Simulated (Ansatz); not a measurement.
# GaP: a single-point run

Aim: a sound single-point run of GaP. The structure is shown as the input types it.

Program: Ansatz 0.2.0. Level of theory: density functional or hybrid calculation with the settings of its input, plane waves. These are calculated values, not measurements.

### 1 The structure to begin with

The structure is cubic, space group F-43m (No. 216). The conventional cell has a = 5.451 Å, b = 5.451 Å, c = 5.451 Å, α = 90.00°, β = 90.00°, γ = 90.00°. Ga (site symmetry -43m) is surrounded by 4 P at 2.36 Å. Around P (site symmetry -43m) lie 4 Ga at 2.36 Å.

Coordinates:

```xyz
2
Lattice="0.0000 2.7254 2.7254 2.7254 0.0000 2.7254 2.7254 2.7254 0.0000" Properties=species:S:1:pos:R:3 pbc="T T T"
Ga    0.0000    0.0000    0.0000
P     1.3627    1.3627    1.3627
```

### 2 The calculation

Input file input.yaml:

```yaml
crystal:
  lattice:
    - [0.0, 2.7253992957, 2.7253992957]
    - [2.7253992957, 0.0, 2.7253992957]
    - [2.7253992957, 2.7253992957, 0.0]
  atoms:
    - { symbol: Ga, position: [0.0, 0.0, 0.0] }
    - { symbol: P, position: [0.25, 0.25, 0.25] }
kpoints:
  mp_grid: { grid: [6, 6, 6] }
hamiltonian:
  xc: r2scan
scf:
  occupations: { method: gaussian, width: 1.5 }
  n_extra_bands: 4
output:
  forces: true
  stress: true
  eigenvalues: true
```

The run is started by

```
ansatz run input.yaml --threads 4 --pin off --max-ram 3686MiB --backend cpu --events-out ev --progress --plain --runs-dir out
```

What happens when this is run?

The program finished normally. That alone doesn't make the input a sound one.

In the input, scf.occupations.width is 1.5. The width is far wider than usual, so occupations near the Fermi level are blurred and the entropy term grows.

To check: set scf.occupations.width to 0.2.
